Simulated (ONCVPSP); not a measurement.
# La: generating and testing an ONCV potential

Do these settings give a usable potential? It is generated, then checked for transferability, scattering, ghosts and hardness.

Program: ONCVPSP 4.0.1. Reference atom: LDA (Perdew-Zunger), non-relativistic, spherical and spin-unpolarised. All values are calculated.

## (1) The design

Typed settings, in words:

```
element                 : lanthanum (La, Z = 57)
type                    : optimised norm-conserving Vanderbilt (ONCV)
frozen core             : [Kr] 4d10
valence charge          : 11
reference configuration : 5s2 5p6 5d1 6s2
partial waves           : 5s+6s: rc 2.65 bohr, ncon 4, nbas 8, qcut 3.4 1/bohr, 2 projectors; 5p: rc 2.95 bohr, ncon 4, nbas 7, qcut 5.1 1/bohr, 2 projectors, debl 0.8 Ha; 5d: rc 3.20 bohr, ncon 4, nbas 9, qcut 4.5 1/bohr, 2 projectors, debl 0.5 Ha; f scattering state at 0.08 Ha: rc 2.65 bohr, ncon 5, nbas 9, qcut 4.6 1/bohr, 2 projectors, debl 1.3 Ha
local potential         : polynomial inside 2.10 bohr (lpopt 3, dvloc0 -1 Ha)
core correction         : Teter function, fcfact 3.75, rcfact 1.6
```

## (2) The generation run

Input file La.dat:

```
# ATOM AND REFERENCE CONFIGURATION
# atsym  z   nc   nv     iexc    psfile
  La 57.00    9    4        3      upf
#
#   n    l    f
    1    0    2.00
    2    0    2.00
    2    1    6.00
    3    0    2.00
    3    1    6.00
    3    2   10.00
    4    0    2.00
    4    1    6.00
    4    2   10.00
    5    0    2.00
    5    1    6.00
    5    2    1.00
    6    0    2.00
#
# PSEUDOPOTENTIAL AND OPTIMIZATION
# lmax
    3
#
#   l,   rc,      ep,       ncon, nbas, qcut
    0    2.65    0.00    4    8    3.40
    1    2.95    0.00    4    7    5.10
    2    3.20    0.00    4    9    4.50
    3    2.65    0.08    5    9    4.60
#
# LOCAL POTENTIAL
# lloc, lpopt,  rc(5),   dvloc0
    4    3    2.10   -1.00
#
# VANDERBILT-KLEINMAN-BYLANDER PROJECTORs
# l, nproj, debl
    0    2    2.90
    1    2    0.80
    2    2    0.50
    3    2    1.30
#
# MODEL CORE CHARGE
# icmod, fcfact, rcfact
    3    3.75    1.60
#
# LOG DERIVATIVE ANALYSIS
# epsh1, epsh2, depsh
   -3.00    5.00    0.02
#
# OUTPUT GRID
# rlmax, drl
    6.00    0.01
#
# TEST CONFIGURATIONS
# ncnf
    4
# nvcnf
#   n    l    f
    4
    5    0    2.00
    5    1    6.00
    5    2    1.00
    6    0    1.00
#
    4
    5    0    2.00
    5    1    6.00
    5    2    1.00
    6    0    0.00
#
    4
    5    0    2.00
    5    1    6.00
    5    2    0.00
    6    0    0.00
#
    5
    5    0    2.00
    5    1    6.00
    5    2    1.00
    6    0    1.00
    6    1    1.00
#
```

The run is started by

```
oncvpspnr.x < La.dat > La.out
```

Before running it: what results should come out? Wanted: cutoffs for 1 and 0.1 mHa per electron, occupied waves; bound ghosts; GHOST(+) flags; largest test error; largest phase difference near zero energy, channels read; rms error of d²Exc/dn², without and with the model core; projector energies reset by the program.

The runs gave:

```
                                                quantity                                     value
  cutoffs for 1 and 0.1 mHa per electron, occupied waves                          6.0 Ha and 13 Ha
                                            bound ghosts                                none found
                                          GHOST(+) flags                                s at 62 eV
                            largest test error (AE − PS)             -6.8 meV, for 5s2 5p6 5d1 6s0
largest phase difference near zero energy, channels read                                 0.005 rad
 rms error of d²Exc/dn², without and with the model core                         3.54 and 1.45 mHa
                 projector energies reset by the program  p: -0.824, 0.250 Ha; f: -0.297, 1.003 Ha
```

In words: By total energies transferability is good: the largest error is 6.8 meV on 16.5 eV, for 5s2 5p6 5d1 6s0. By its cutoff, 6.0 Ha for the looser tolerance, it is soft on the atom at that tolerance. At the looser tolerance the 5d wave is the slowest; 5p needs 5 Ha. That counts occupied waves only; other projectors can need more. The program's ghost test flags no bound state. Near zero energy the phases of the channels with partial waves agree within 0.005 rad. The program also flags highly localised states, GHOST(+) (s). A non-relativistic atom is unphysical at this Z; the numbers test the scheme, not the element.
